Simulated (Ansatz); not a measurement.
# ZnS (F-43m): zero-pressure volume and bulk modulus with r²SCAN

The task here is to estimate one member of a computed series from the others.

Program: Ansatz 0.2.0. Level of theory: DFT r²SCAN, scalar-relativistic, plane waves, PAW. These are calculated values, not measurements.

1 further run of the same task is left out (set aside as unsound or not needed). Runs told in other sessions of the task aren't counted.

**The starting structure**

It takes space group F-43m (No. 216, cubic). Conventional cell: a = 5.409 Å, b = 5.409 Å, c = 5.409 Å, α = 90.00°, β = 90.00°, γ = 90.00°. Zn (site symmetry -43m) has 4 S at 2.34 Å in its first shell of neighbours. S (site symmetry -43m) has 4 Zn at 2.34 Å in its first shell of neighbours.

Structure file:

```cif
data_structure
_symmetry_space_group_name_H-M 'P 1'
_symmetry_Int_Tables_number 1
_cell_length_a 3.8250
_cell_length_b 3.8250
_cell_length_c 3.8250
_cell_angle_alpha 60.000
_cell_angle_beta 60.000
_cell_angle_gamma 60.000
_cell_volume 39.57
loop_
_atom_site_label
_atom_site_type_symbol
_atom_site_fract_x
_atom_site_fract_y
_atom_site_fract_z
_atom_site_occupancy
Zn1 Zn 0.00000 0.00000 0.00000 1
S1 S 0.75000 0.75000 0.75000 1
```

An earlier run on this cell at PBE gave 1.38 GPa at 19.785 Å³/atom (8×8×8 mesh), mesh gap 2.10 eV.

The first run:

Input file input.yaml:

```yaml
crystal:
  lattice:
    - [0.0, 2.7046490548, 2.7046490548]
    - [2.7046490548, 0.0, 2.7046490548]
    - [2.7046490548, 2.7046490548, 0.0]
  atoms:
    - { symbol: Zn, position: [0.0, 0.0, 0.0] }
    - { symbol: S, position: [0.75, 0.75, 0.75] }
basis:
  ecutwfc: 500
  ecutrho_ratio: 4
kpoints:
  mp_grid: { grid: [8, 8, 8] }
hamiltonian:
  xc: r2scan
scf:
  occupations: { method: gaussian, width: 0.05 }
output:
  forces: true
  stress: true
  eigenvalues: true
```

Launch:

```
> ansatz run input.yaml --threads 4 --pin off --max-ram 8192MiB --backend cpu --events-out ev --progress --plain --runs-dir out
```

Steps of the session up to this table: At the given cell; Stepping to 19.671 Å³/atom; Stepping to 19.564 Å³/atom; Volume × 0.98 of the new zero; Volume × 1.02 of the new zero; Volume × 0.96 of the new zero; Volume × 1.04 of the new zero.

One table of the session follows, with a row left open; its other results are not shown here.

It belongs to the step «Energy and pressure against volume». 

```
volume (Å³/atom)  energy (meV/atom)  pressure (GPa)
          18.782               8.26            3.51
          19.173               1.99            1.66
          19.564               0.00            0.00
          19.956                  ?               ?
          20.347               7.16           -2.83
```

Q: Estimate the row for volume (Å³/atom) = 19.956 from the others.

Worked estimate for «energy (meV/atom)». A straight line through the neighbours (19.564, 0.00) and (20.347, 7.16) gives 0.00 + (7.16 − 0.00) × (19.956 − 19.564) / (20.347 − 19.564) = 3.58; a parabola fitted to 3 rows on both sides gives 1.73.

The run gave: energy (meV/atom): 1.85; pressure (GPa): -1.49. In «energy (meV/atom)» the line misses by +1.73 and the parabola by -0.12.
